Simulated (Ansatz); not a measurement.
# FH₅O₂Si₂: a ladder of functionals and wavefunction methods

An exercise on one series of results from a longer session: the logs are not shown, and one member is left open.

The runs use Ansatz 0.2.0, Gaussian basis; functionals in def2-TZVPP, the program's frozen cores in correlated methods.

Levels to be run: PBE-D4, r2SCAN-D4, PBE0-D4, B3LYP-D4, ωB97X-V, ωB97M-V, B2PLYP; CCSD(T)/def2-TZVPP; MP2/def2-QZVPP; extrapolation to the limit.

**Structure used throughout**

All runs share one geometry, relaxed beforehand with PBE0-D4 in a triple-zeta def2 set.

SMILES `O[SiH2]O[SiH2]F`, 10 atoms, charge 0, spin multiplicity 1.

Atoms are counted from 1 here; the program's logs count them from 0.

Bond lengths: O1–Si2 1.637 Å, O1–H6 0.959 Å, Si2–O3 1.639 Å, Si2–H7 1.476 Å, Si2–H8 1.483 Å, O3–Si4 1.618 Å, Si4–F5 1.599 Å, Si4–H9 1.478 Å, Si4–H10 1.476 Å. Angles: Si2–O1–H6 118.6°, O1–Si2–O3 111.7°, O1–Si2–H7 105.9°, O1–Si2–H8 111.4°, O3–Si2–H7 108.8°, O3–Si2–H8 106.8°, H7–Si2–H8 112.4°, Si2–O3–Si4 144.1°, O3–Si4–F5 108.8°, O3–Si4–H9 111.2°, O3–Si4–H10 108.8°, F5–Si4–H9 107.0°, F5–Si4–H10 107.8°, H9–Si4–H10 113.0°.

Set-up of the first run:

in.yaml reads:

```yaml
crystal:
  periodic: [false, false, false]
  atoms:
    - {symbol: O, position_ang: [-0.086573, -1.356588, -1.518212]}
    - {symbol: Si, position_ang: [-0.939252, -1.085428, -0.147769]}
    - {symbol: O, position_ang: [-0.293533, 0.135166, 0.736054]}
    - {symbol: Si, position_ang: [0.893052, 1.234298, 0.783316]}
    - {symbol: F, position_ang: [0.996887, 1.943279, -0.645599]}
    - {symbol: H, position_ang: [-0.123175, -0.702317, -2.217738]}
    - {symbol: H, position_ang: [-0.854362, -2.334408, 0.634313]}
    - {symbol: H, position_ang: [-2.339281, -0.701122, -0.448423]}
    - {symbol: H, position_ang: [2.201217, 0.597920, 1.046905]}
    - {symbol: H, position_ang: [0.545021, 2.269209, 1.777155]}
basis:
  gaussian: {orbitals: def2-TZVPP}
hamiltonian: {xc: pbe, dispersion: d4}
output: {forces: true, orbitals: {seedname: orbitals}}
```

On the command line:

```
> ansatz run in.yaml --threads 2 --pin off --events-out ev --progress --plain --max-ram 22528MiB --backend cpu
```

Among the steps run: PBE-D4 (GGA); r2SCAN-D4 (meta-GGA); PBE0-D4 (hybrid); B3LYP-D4 (hybrid); ωB97X-V (range-separated); ωB97M-V (range-separated); B2PLYP (double hybrid); CCSD(T) in def2-TZVPP; MP2 in def2-QZVPP.

One table of the session follows, with a row left open; its other results are not shown here.

| method | atomisation energy (eV) |
| --- | --- |
| PBE-D4 | 39.022 |
| r2SCAN-D4 | 39.128 |
| PBE0-D4 | 38.394 |
| B3LYP-D4 | 38.954 |
| ωB97X-V | 39.327 |
| ωB97M-V | 39.265 |
| B2PLYP | ? |
| HF/def2-TZVPP | 29.090 |
| MP2/def2-TZVPP | 39.182 |
| CCSD/def2-TZVPP | 37.798 |
| CCSD(T)/def2-TZVPP | 38.273 |
| MP2/CBS | 40.394 |
| CCSD(T)/CBS | 39.484 |

Estimate the missing values for B2PLYP.

The run gave: atomisation energy (eV): 38.766. In the column «atomisation energy (eV)» it lies between PBE0-D4 (38.394) and B3LYP-D4 (38.954).
